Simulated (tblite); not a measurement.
# CH6O4SiZn: the cost of one run

Programs: tblite 0.8.0 and PySCF 2.14.0. All values are calculated, for the isolated system unless a continuum is named. Atoms count from 0, parts from 1.

### Step 1. The system as given

13 atoms, charge 0, multiplicity 1; geometry: distance geometry start.

### Step 2. Geometry optimisation with GFN2-xTB

What the job is given:

```
{"job": {"kind": "relax", "xc": "GFN2-xTB", "basis": "xTB"}, "charge": 0, "multiplicity": 1}
O     -0.472208    -1.675132     1.033063
Si    -0.011899    -0.797926    -0.452015
O     -0.850310    -1.512659    -1.845097
O     -0.486385     0.888606    -0.296381
O      1.727311    -0.923862    -0.665543
Zn     2.594869     0.050434    -1.622773
C      3.505126     1.228422    -2.389387
H     -1.319964    -2.149060     1.150611
H     -0.796782    -1.174480    -2.755166
H      0.082315     1.645017    -0.526728
H      4.502964     0.930457    -2.426451
H      3.440969     2.123316    -1.879383
H      3.176716     1.366233    -3.380260
```

Level: GFN2-xTB geometry optimisation, gas phase.

The run is started by

```console
$ OMP_NUM_THREADS=1 python cluster_run.py task.json out
```

This one command runs all jobs of the session in turn.

**Question.** How long does this first job take on 1 thread of Arm Neoverse V1, shared host?

About 2 s.
